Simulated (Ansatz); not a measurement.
# CH₄GeO₂: small, medium and large basis sets

An exercise on one series of results from a longer session: the logs are not shown, and one member is left open.

The runs use Ansatz 0.2.0, Gaussian basis; one geometry, several basis sets.

The runs, in order: PBE0-D4/def2-SVP; ωB97M-V/def2-SVP; PBE0-D4/def2-QZVPP; ωB97M-V/def2-QZVPP; the functionals' def2-TZVPP values are taken from earlier runs.

## The relaxed structure

The geometry comes from an earlier relaxation with PBE0-D4 in a triple-zeta def2 set; it is a stationary point, not always the lowest conformer.

8 atoms, charge 0, spin multiplicity 1.

Atoms are counted from 1 here; the program's logs count them from 0.

Bond lengths: O1–C2 1.198 Å, C2–O3 1.345 Å, C2–Ge4 1.998 Å, O3–H5 0.972 Å, Ge4–H6 1.533 Å, Ge4–H7 1.533 Å, Ge4–H8 1.529 Å. Angles: O1–C2–O3 122.9°, O1–C2–Ge4 125.2°, O3–C2–Ge4 111.9°, C2–O3–H5 107.1°, C2–Ge4–H6 108.6°, C2–Ge4–H7 108.7°, C2–Ge4–H8 106.9°, H6–Ge4–H7 109.9°, H6–Ge4–H8 111.2°, H7–Ge4–H8 111.3°.

Geometry (Å):

```xyz
8
charge 0, multiplicity 1
O     1.0158   -1.2590    1.0524
C     0.7192   -0.3101    0.3835
O     1.5983    0.6511    0.0494
Ge   -1.0983    0.0492   -0.3642
H     2.4515    0.4093    0.4465
H    -1.6072    1.3796    0.2030
H    -0.9941    0.1373   -1.8913
H    -1.9933   -1.1145    0.0647
```

The first run:

File in.yaml:

```yaml
crystal:
  periodic: [false, false, false]
  atoms:
    - {symbol: O, position_ang: [1.015850, -1.259004, 1.052425]}
    - {symbol: C, position_ang: [0.719242, -0.310078, 0.383549]}
    - {symbol: O, position_ang: [1.598341, 0.651081, 0.049391]}
    - {symbol: Ge, position_ang: [-1.098323, 0.049155, -0.364195]}
    - {symbol: H, position_ang: [2.451514, 0.409299, 0.446519]}
    - {symbol: H, position_ang: [-1.607192, 1.379588, 0.202968]}
    - {symbol: H, position_ang: [-0.994094, 0.137262, -1.891267]}
    - {symbol: H, position_ang: [-1.993338, -1.114504, 0.064710]}
basis:
  gaussian: {orbitals: def2-SVP}
hamiltonian: {xc: pbe0, dispersion: d4}
output: {orbitals: {seedname: orbitals}}
```

On the command line:

```bash
$ ansatz run in.yaml --threads 2 --pin off --events-out ev --progress --plain --max-ram 4352MiB
```

Steps of the session up to this table: PBE0-D4 in def2-SVP; ωB97M-V in def2-SVP; PBE0-D4 in def2-QZVPP; ωB97M-V in def2-QZVPP.

One of the session's tables, all rows but one given; the rest of the session is left out.

It belongs to the step «Density functionals: the series». 

```
functional       basis  HOMO (eV)  LUMO (eV)
   PBE0-D4    def2-SVP          ?          ?
   PBE0-D4  def2-TZVPP      -7.88      -0.57
   PBE0-D4  def2-QZVPP      -7.91      -0.62
   ωB97M-V    def2-SVP      -9.99       1.93
   ωB97M-V  def2-TZVPP     -10.18       1.66
   ωB97M-V  def2-QZVPP     -10.21       1.56
```

Q: Estimate the row for PBE0-D4, def2-SVP from the others.

**Answer.** HOMO (eV): -7.72; LUMO (eV): -0.35. In the column «HOMO (eV)» it is the highest.
